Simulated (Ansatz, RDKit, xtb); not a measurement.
# Isomers of C2H11Ge2N, a sample narrowed down

A sample of isomers of C2H11Ge2N is drawn. Aim: find which of them has the lowest free energy at 298.15 K, then its properties. The sample is small against all isomers, and the most stable one of this formula need not be in it.

The funnel: GFN2-xTB relaxations, single points with a density functional, relaxations at B3LYP/def2-SVP, harmonic vibrations (at GFN2-xTB), and a last energy at a higher level. All values are calculated.

### Step 1. Possible bonding patterns

Isomers were taken from a list of plausible structures; this is a sample, not all of them. That gives 5 candidates.

```
label                       SMILES     spin
 c195           CC[NH][GeH2][GeH3]  singlet
 c291  [NH2][GeH2][CH2][CH2][GeH3]  singlet
 c316       C[CH2][GeH2][NH][GeH3]  singlet
 c385       C[NH][GeH2][CH2][GeH3]  singlet
 c567          CC[N]([GeH3])[GeH3]  singlet
```

Candidates are built by distance geometry, with a force field where one applies, in up to four conformers (letters a to d).

**Question.** With final energies at CCSD(T)/def2-SVP + MP2/def2-TZVPP - MP2/def2-SVP, which structure will this search put lowest in free energy, and by what margin?

| quantity | value |
| --- | --- |
| lowest structure found | C[CH2][GeH2][NH][GeH3], singlet |
| next finalist | [NH2][GeH2][CH2][CH2][GeH3], singlet, 5.8 kcal/mol higher in G |
| share at equilibrium, among the finalists | 100.0 % |

`C[CH2][GeH2][NH][GeH3]` comes out lowest. Among the finalists first place is clear (5.8 kcal/mol); structures outside the list aren't covered. HF/STO-3G, r2SCAN-D4/def2-SVP, B3LYP/def2-SVP, HF/def2-SVP and MP2/def2-SVP already put its bonding pattern lowest among the structures in one piece; GFN2-xTB favours the singlet CC[NH][GeH2][GeH3] (c195c, not a finalist). 7 minima inside the window were never screened. The search is not exhaustive (a finite list of starts, one conformer a finalist), so a lower isomer can't be ruled out. Only 5 drawn patterns were tried, so whole families of isomers are missing, and the result ranks this sample alone. The lowest isomer need not be the one that is made and kept in a bottle, which depends on barriers.
